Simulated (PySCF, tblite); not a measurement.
# C₃H₉F₃SSi₂: geometry, infrared bands and NMR shifts

What infrared bands and NMR shifts should C₃H₉F₃SSi₂ (`CSC[Si@@H]([SiH2]F)C(F)F`) show?

Programs: tblite 0.8.0 and PySCF 2.14.0, with density-fitted response routines of our own. Each step states its level of theory. These are calculated values for one molecule in the gas phase, unless marked as measured. Atoms count from 0, in the outputs and in this text.

## Step 1: The starting structure

18 atoms, charge 0, multiplicity 1; geometry from: force field or distance geometry start.

Bonds of the start (Å): C0–S1 1.82, S1–C2 1.80, C2–Si3 1.86, Si3–Si4 2.29, Si4–F5 1.60, Si3–C6 1.82, C6–F7 1.36, C6–F8 1.35, C0–H9 1.10, C0–H10 1.08, C0–H11 1.09, C2–H12 1.09, C2–H13 1.09, Si3–H14 1.51, Si4–H15 1.49, Si4–H16 1.49, C6–H17 1.10.

## Step 2: Relaxing the molecule with GFN2-xTB

The job: settings as JSON, then the geometry in Å.

```
{"job": {"kind": "relax", "xc": "GFN2-xTB", "basis": "xTB"}, "charge": 0, "multiplicity": 1}
C      3.458400    -0.015600     0.156300
S      1.936700    -0.916700     0.569400
C      0.729000     0.354500     0.149800
Si    -0.976300    -0.276500     0.522100
Si    -2.459500     1.375000    -0.023200
F     -2.044500     2.732800     0.718600
C     -1.435800    -1.697800    -0.525200
F     -2.735400    -2.024500    -0.319900
F     -1.324100    -1.362300    -1.832800
H      3.527700     0.890300     0.770400
H      4.315600    -0.647700     0.353700
H      3.444500     0.251600    -0.900900
H      0.814300     0.598100    -0.906900
H      0.938100     1.259300     0.725200
H     -1.095600    -0.593800     1.992400
H     -3.850500     1.034000     0.382500
H     -2.415600     1.648600    -1.488500
H     -0.835700    -2.602900    -0.354500
```

The run is started by

```sh
OMP_NUM_THREADS=1 python probes_run.py task.json out
```

This one command runs all jobs of the session in turn.

**Question.** This job is followed by: GFN2-xTB harmonic vibrations, gas phase; GIAO PBE0/pcSseg-1 NMR shielding, non-relativistic, gas phase. Predict these results of the whole session: strongest single infrared mode (GFN2-xTB); zero-point energy (GFN2-xTB); 13C shifts against TMS (PBE0/pcSseg-1); 1H shifts against TMS (PBE0/pcSseg-1, means over atoms taken as alike); 33S shifts against CS2 (PBE0/pcSseg-1); 29Si shifts against TMS (PBE0/pcSseg-1); 19F shifts against CFCl3 (PBE0/pcSseg-1).

As calculated:

| quantity | value |
| --- | --- |
| strongest single infrared mode (GFN2-xTB) | 2283 cm⁻¹, 313 km/mol |
| zero-point energy (GFN2-xTB) | 71.1 kcal/mol |
| 13C shifts against TMS (PBE0/pcSseg-1) | 128.7, 26.8, 20.4 ppm |
| 1H shifts against TMS (PBE0/pcSseg-1, means over atoms taken as alike) | 6.73, 5.85, 5.79, 4.39, 2.24, 2.10, 1.89 ppm |
| 33S shifts against CS2 (PBE0/pcSseg-1) | -57 ppm |
| 29Si shifts against TMS (PBE0/pcSseg-1) | 8.9, -48.0 ppm |
| 19F shifts against CFCl3 (PBE0/pcSseg-1) | -145.0, -146.5, -269.1 ppm |

The optimisation took 79 steps and gained 0.368 eV; among the close pairs (by a distance rule), Si3–C6 changed most, from 1.824 to 1.943 Å. No mode is imaginary among the 48: a minimum at this level. The strongest single mode, at 2283 cm⁻¹, moves mainly H16. Unscaled tight-binding wavenumbers are off by several per cent, some by more. Its intensities can rank the bands wrongly. H17 (hydrogen on an sp3 CH bonded to 2 F and Si) lies farthest downfield among hydrogen, at 6.73 ppm; its carbon carries F, which withdraws density. At PBE0/pcSseg-1: The widest tensor belongs to S1: span 376 ppm, with a paramagnetic part of -498 ppm.
